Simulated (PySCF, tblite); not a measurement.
# C₇H₁₀BNSi: geometry, infrared bands and NMR shifts

Aim: predict the infrared bands and NMR shifts of C₇H₁₀BNSi (`CB(C#C[SiH3])n1cccc1`).

The runs use tblite 0.8.0 and PySCF 2.14.0, with density-fitted response routines of our own; the level of theory stands in each step. All values are computed, except where a source is named. Atoms count from 0, in the outputs and in this text.

### Step 1. Starting geometry

20 atoms, charge 0, multiplicity 1; geometry from: force field or distance geometry start.

Bonds of the start (Å): C0–B1 1.60, B1–C2 1.55, C2–C3 1.20, C3–Si4 1.81, B1–N5 1.53, N5–C6 1.34, C6–C7 1.38, C7–C8 1.37, C8–C9 1.37, C9–N5 1.35, C0–H10 1.11, C0–H11 1.11, C0–H12 1.09, Si4–H13 1.47, Si4–H14 1.47, Si4–H15 1.47, C6–H16 1.08, C7–H17 1.09, C8–H18 1.09, C9–H19 1.09.

### Step 2. Relaxing the molecule with GFN2-xTB

What the job is given:

```
{"job": {"kind": "relax", "xc": "GFN2-xTB", "basis": "xTB"}, "charge": 0, "multiplicity": 1}
C     -0.104900    -2.422700    -0.231400
B      0.016600    -0.866500     0.104800
C      1.431900    -0.255800     0.257700
C      2.518200     0.242700     0.355900
Si     4.168000     0.970000     0.538200
N     -1.232300    -0.005000     0.303100
C     -2.508000    -0.409100     0.209300
C     -3.351700     0.654400     0.452600
C     -2.552500     1.744000     0.695000
C     -1.256000     1.310100     0.603000
H     -0.671200    -2.934200     0.580500
H     -0.669500    -2.542000    -1.183700
H      0.885300    -2.881000    -0.322000
H      4.040300     2.400200     0.846700
H      4.900300     0.824800    -0.731500
H      4.897800     0.294400     1.623200
H     -2.819000    -1.420900    -0.009500
H     -4.440600     0.621100     0.441600
H     -2.889500     2.755500     0.923100
H     -0.368400     1.930800     0.743700
```

The run is started by

```
$ OMP_NUM_THREADS=1 python probes_run.py task.json out
```

This one command runs all jobs of the session in turn.

**Question.** This job is followed by: GFN2-xTB harmonic vibrations, gas phase; GIAO PBE0/pcSseg-1 NMR shielding, non-relativistic, gas phase. Predict these results of the whole session: strongest single infrared mode (GFN2-xTB); zero-point energy (GFN2-xTB); 13C shifts against TMS (PBE0/pcSseg-1, means over atoms taken as alike); 1H shifts against TMS (PBE0/pcSseg-1, means over atoms taken as alike); 11B shifts against BF3·OEt2 (PBE0/pcSseg-1); 29Si shifts against TMS (PBE0/pcSseg-1); 15N shifts against NH3 (PBE0/pcSseg-1).

As calculated:

| quantity | value |
| --- | --- |
| strongest single infrared mode (GFN2-xTB) | 788 cm⁻¹, 478 km/mol |
| zero-point energy (GFN2-xTB) | 90.9 kcal/mol |
| 13C shifts against TMS (PBE0/pcSseg-1, means over atoms taken as alike) | 129.9, 125.6, 121.8, 121.5, 6.5 ppm |
| 1H shifts against TMS (PBE0/pcSseg-1, means over atoms taken as alike) | 7.25, 6.65, 4.38, 1.02 ppm |
| 11B shifts against BF3·OEt2 (PBE0/pcSseg-1) | 38.1 ppm |
| 29Si shifts against TMS (PBE0/pcSseg-1) | -99.1 ppm |
| 15N shifts against NH3 (PBE0/pcSseg-1) | 227.2 ppm |

**Reading.** The optimisation took 32 steps and gained 0.374 eV; among the close pairs (by a distance rule), B1–N5 changed most, from 1.530 to 1.426 Å. The lowest mode is slightly imaginary (9i cm⁻¹), a soft motion within the noise of the Hessian, so the minimum is not strictly shown. Unscaled tight-binding wavenumbers are off by several per cent, some by more. Its intensities can rank the bands wrongly. At PBE0/pcSseg-1: The widest tensor belongs to C2: span 325 ppm, with a paramagnetic part of -202 ppm. NICS(1)zz of -24 ppm above the planar ring from N5 marks a diatropic (aromatic) ring current.
